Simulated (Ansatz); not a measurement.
**CH4LiNSi: single points off equilibrium**

An exercise on one series of results from a longer session: the logs are not shown, and one member is left open.

Program: Ansatz 0.2.0, Gaussian basis. Level of theory: single points in def2-TZVPP. These are calculated values, not measurements.

Correlated methods freeze the cores. The outer core shell of Li, Na, Mg and K is correlated.

## The starting structure

SMILES `[Li][NH][SiH]=C`, 8 atoms, charge 0, spin multiplicity 1.

Atoms are counted from 1 here; the program's logs count them from 0.

Bond lengths: Li1–N2 1.755 Å, N2–Si3 1.705 Å, N2–H5 1.146 Å, Si3–C4 1.823 Å, Si3–H6 1.557 Å, C4–H7 1.156 Å, C4–H8 1.065 Å. Angles: Li1–N2–Si3 128.5°, Li1–N2–H5 129.5°, Si3–N2–H5 101.8°, N2–Si3–C4 126.8°, N2–Si3–H6 107.1°, C4–Si3–H6 125.4°, Si3–C4–H7 125.4°, Si3–C4–H8 130.6°, H7–C4–H8 103.9°.

As a file:

```xyz
8
CH4LiNSi
Li   -0.49490    2.97560   -0.94140
N     0.09470    1.32970   -0.78900
Si   -0.29590    0.16810    0.39630
C     0.26990   -1.56420    0.45780
H     0.90090    0.78580   -1.39460
H    -1.40490    0.78780    1.29570
H     1.00190   -2.05670   -0.28970
H     0.08600   -2.32890    1.17660
```

The first run:

Contents of run/in.yaml:

```yaml
crystal:
  periodic: [false, false, false]
  atoms:
    - {symbol: Li, position_ang: [-0.494900, 2.975600, -0.941400]}
    - {symbol: N, position_ang: [0.094700, 1.329700, -0.789000]}
    - {symbol: Si, position_ang: [-0.295900, 0.168100, 0.396300]}
    - {symbol: C, position_ang: [0.269900, -1.564200, 0.457800]}
    - {symbol: H, position_ang: [0.900900, 0.785800, -1.394600]}
    - {symbol: H, position_ang: [-1.404900, 0.787800, 1.295700]}
    - {symbol: H, position_ang: [1.001900, -2.056700, -0.289700]}
    - {symbol: H, position_ang: [0.086000, -2.328900, 1.176600]}
basis:
  gaussian: {orbitals: def2-TZVPP}
correlation: {method: ccsd_t}
output: {forces: true}
```

No record of the launch command was kept for these runs.

Steps of the session up to this table: CCSD(T)/def2-TZVPP; PBE0-D4/def2-TZVPP; wB97M-V/def2-TZVPP; r2SCAN-D4/def2-TZVPP; PBE-D4/def2-TZVPP; r2SCAN0-D4/def2-TZVPP; BLYP-D4/def2-TZVPP.

One of the session's tables, all rows but one given; the rest of the session is left out.

| method | RMS force component (eV/Å) | angle to CCSD(T) forces (°) | dipole (D) |
| --- | --- | --- | --- |
| CCSD(T) | 1.318 | reference | 8.69 |
| PBE0-D4 | 1.367 | 4.5 | 8.72 |
| wB97M-V | 1.388 | 5.6 | 8.81 |
| r2SCAN-D4 | 1.332 | 3.1 | 8.76 |
| PBE-D4 | 1.253 | 5.6 | 8.50 |
| r2SCAN0-D4 | ? | ? | ? |
| BLYP-D4 | 1.232 | 5.2 | 8.43 |

Q: Estimate the row for r2SCAN0-D4 from the others.

**Answer.** RMS force component (eV/Å): 1.420; angle to CCSD(T) forces (°): 5.9; dipole (D): 8.87. In the column «RMS force component (eV/Å)» it is the highest.
